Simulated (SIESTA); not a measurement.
Crystal: MgZn3O4.

```xyz
8
Lattice="5.8978 -1.6272 0.0000 5.8978 1.6272 0.0000 -2.6712 0.0000 4.9396" Properties=species:S:1:pos:R:3 pbc="T T T"
Zn   -1.7740    0.0000    3.2841
Zn    5.4529    0.0000    0.8388
Zn    1.3808    0.0000    2.8861
Mg    8.6174    0.0000    0.3954
O     7.2047    0.0000    1.7638
O    -0.0407    0.0000    4.2479
O     3.1380    0.0000    3.8276
O    10.3477    0.0000    1.3392
```

The cell comes from a database or a generator and needn't be the stable form of this composition.

- Program: SIESTA 5.4.2
- Task: single point
- Functional: PBEsol
- Potentials or basis: PseudoDojo 0.4 standard (PBEsol files)
- Basis: DZP (energy shift 0.003 Ry; two zetas on semicore shells)
- Grid cutoff: 800 Ry
- Energy shift: 0.003 Ry
- k mesh: 9 × 9 × 6
- Occupations: fermi-dirac, width 0.05 eV
- Spin: no spin polarisation

On this cell: pressure 0.8 GPa; largest force 0.203 eV/Å; band gap on the k mesh 1.39 eV, direct.

The same run follows on a disturbed copy (atoms moved at random, drawn with an rms of 0.05 Å):

```
Zn Mg O
1.0
     5.89784   -1.62721    0.00000
     5.89784    1.62721    0.00000
    -2.67117    0.00000    4.93956
Zn Mg O
3 1 4
Direct
  0.99616 0.00411 0.66965
  0.50523 0.49546 0.16392
  0.24587 0.25104 0.58380
  0.74926 0.74975 0.08257
  0.68193 0.70320 0.34957
  0.18423 0.19985 0.85436
  0.44673 0.43088 0.76427
  0.94480 0.92455 0.26168
```

**Question.** What changes?

**Answer.** The energy moves by +12.2 meV/atom; pressure 1.0 GPa; largest force 1.019 eV/Å; band gap on the k mesh 1.42 eV, direct.

Forces in eV/Å, atoms in the order of the input:
```
Zn   0.378 -0.368 -0.561
Zn  -0.101 -0.106  0.153
Zn   0.011  0.154 -0.367
Mg   0.032  0.229 -0.714
O   -0.719 -0.232  0.471
O   -0.411 -0.258  0.042
O    0.019  0.401  0.362
O    0.791  0.179  0.616
```

Stress tensor (GPa, compression positive):
```
 2.58 -0.97 -0.88
-0.97  0.25  1.30
-0.88  1.30  0.21
```

Caveats: short orbitals over semicore shells can move pressures by several GPa; the valence orbitals were made in a potential fitted to the semicore shell under them, which widens gaps by tenths of an eV or more; an odd mesh through Γ misses points on the zone boundary, where band edges often lie; the basis of atomic orbitals isn't converged, which shifts pressures, moduli and gaps.
